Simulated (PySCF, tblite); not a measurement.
# C3H6F3GeN: geometry, infrared bands, NMR shifts, spin-spin couplings and electronic excitations

What infrared bands, NMR shifts, spin-spin couplings and electronic excitations should C3H6F3GeN (`C/N=[CH]/[GeH2][C](F)(F)F`) show?

Programs: tblite 0.8.0 and PySCF 2.14.0, with density-fitted response routines of our own. Each step states its level of theory. These are calculated values for one molecule in the gas phase, unless marked as measured. Atoms count from 0, in the outputs and in this text.

**1. The starting structure**

14 atoms, charge 0, multiplicity 1; geometry from: force field or distance geometry start.

Bonds of the start (Å): C0–N1 1.45, N1–C2 1.26, C2–Ge3 1.95, Ge3–C4 1.96, C4–F5 1.39, C4–F6 1.36, C4–F7 1.37, C0–H8 1.12, C0–H9 1.12, C0–H10 1.09, C2–H11 1.09, Ge3–H12 1.55, Ge3–H13 1.54.

**2. Geometry optimisation with GFN2-xTB**

Job settings and geometry (Å):

```
{"job": {"kind": "relax", "xc": "GFN2-xTB", "basis": "xTB"}, "charge": 0, "multiplicity": 1}
C      2.750600     0.142800     0.326400
N      1.495300    -0.530700     0.073800
C      0.521600     0.182400    -0.294300
Ge    -1.147000    -0.762200    -0.624800
C     -2.503300     0.273800     0.348100
F     -2.746300     1.383800    -0.445200
F     -1.981700     0.625900     1.555100
F     -3.636700    -0.480000     0.467600
H      2.619900     0.950900     1.093400
H      3.421400    -0.658300     0.724900
H      3.189900     0.546800    -0.583900
H      0.576500     1.261800    -0.437200
H     -1.068300    -2.220000    -0.104500
H     -1.492700    -0.717400    -2.121600
```

Run with:

```console
OMP_NUM_THREADS=1 python probes_run.py task.json out
```

The driver reads the jobs from task.json and runs them one after another.

**Question.** This job is followed by: GFN2-xTB harmonic vibrations, gas phase; PBE0-D3(BJ)/def2-SVP geometry optimisation, gas phase; GIAO PBE0/pcSseg-1 NMR shielding, non-relativistic, gas phase; B3LYP/pcJ-1 Ge:pcSseg-1 indirect spin-spin coupling, non-relativistic, gas phase; TDDFT CAM-B3LYP/def2-SVPD, vertical, gas phase, core orbitals frozen in the response; GIAO HF/pcSseg-1 NMR shielding, non-relativistic, gas phase. What will the session give for the following? strongest single infrared mode (GFN2-xTB); zero-point energy (GFN2-xTB); point group; rotational constants (main isotopes); 13C shifts against TMS (PBE0/pcSseg-1); 1H shifts against TMS (PBE0/pcSseg-1, means over atoms taken as alike); 15N shifts against NH3 (PBE0/pcSseg-1); 73Ge shifts against GeMe4 (PBE0/pcSseg-1); 19F shifts against CFCl3 (PBE0/pcSseg-1, means over atoms taken as alike); largest coupling of the table (B3LYP/pcSseg-1+pcJ-1); lowest singlet (CAM-B3LYP/def2-SVPD); brightest single state of those computed; lowest triplet; vertical ionisation energy (ΔSCF); vertical electron affinity (ΔSCF); range of the shift of Ge3.

As calculated:

| quantity | value |
| --- | --- |
| strongest single infrared mode (GFN2-xTB) | 2089 cm⁻¹, 328 km/mol |
| zero-point energy (GFN2-xTB) | 52.4 kcal/mol |
| point group | C1 |
| rotational constants (main isotopes) | 2.54, 0.79, 0.70 GHz |
| 13C shifts against TMS (PBE0/pcSseg-1) | 173.3, 136.2, 57.3 ppm |
| 1H shifts against TMS (PBE0/pcSseg-1, means over atoms taken as alike) | 8.66, 4.52, 3.70 ppm |
| 15N shifts against NH3 (PBE0/pcSseg-1) | 459.6 ppm |
| 73Ge shifts against GeMe4 (PBE0/pcSseg-1) | -173 ppm |
| 19F shifts against CFCl3 (PBE0/pcSseg-1, means over atoms taken as alike) | -62.8 ppm |
| largest coupling of the table (B3LYP/pcSseg-1+pcJ-1) | 1J(C,F) C4–F5, -398.2 Hz |
| lowest singlet (CAM-B3LYP/def2-SVPD) | 4.44 eV (279 nm), f = 0.003 |
| brightest single state of those computed | state 4, 7.37 eV, f = 0.199 |
| lowest triplet | 3.62 eV |
| vertical ionisation energy (ΔSCF) | 9.65 eV |
| vertical electron affinity (ΔSCF) | -0.57 eV (unbound: the value hangs on the basis) |
| range of the shift of Ge3 | -173 to -141 ppm |

What this shows: Over 142 steps the energy fell by 0.461 eV; of the close pairs, Ge3–H12 changed most, 1.550 to 1.491 Å (GFN2-xTB). All 36 modes are real, so the xTB geometry is a minimum. The strongest single mode, at 2089 cm⁻¹, moves mainly H12. GFN2-xTB is a fitted tight-binding method: band positions and strengths are rough. Its intensities can rank the bands wrongly. Relaxing lowered the energy by 0.178 eV in 8 steps; the close pair that moved most is Ge3–H12, from 1.480 to 1.529 Å (PBE0/def2-SVP). No frequency check was run at this level, so the end point may be a saddle. At PBE0/pcSseg-1: The largest span, 896 ppm, is at N1, where the paramagnetic term is -521 ppm. Of the pairs tabulated at B3LYP/pcSseg-1+pcJ-1, C4–F5 (mean over like pairs) couples most strongly (-398.2 Hz; Fermi contact -373.4 Hz). Couplings across rotatable bonds belong to this one conformer; where others are populated, the observed values are averages. Density functionals describe couplings to fluorine poorly, F–F couplings above all, so those rows are rough. The first singlet state (HOMO→LUMO 0.95) lies at 4.44 eV and is weak; of the 10 states computed, the strongest absorption comes from state 4 at 7.37 eV. The lowest triplet lies 0.82 eV below the lowest singlet (triplets in Tamm-Dancoff, singlets in full TDDFT). ΔSCF puts the ionisation energy at 9.65 eV, 0.75 eV above −ε(HOMO). In ppm, Ge3 moves most: its shift spreads over 32 ppm, from -173 (PBE0/pcSseg-1) to -141 (HF/pcSseg-1). Spin-orbit coupling is left out, which matters for shieldings and couplings at and beside the heavy atoms.
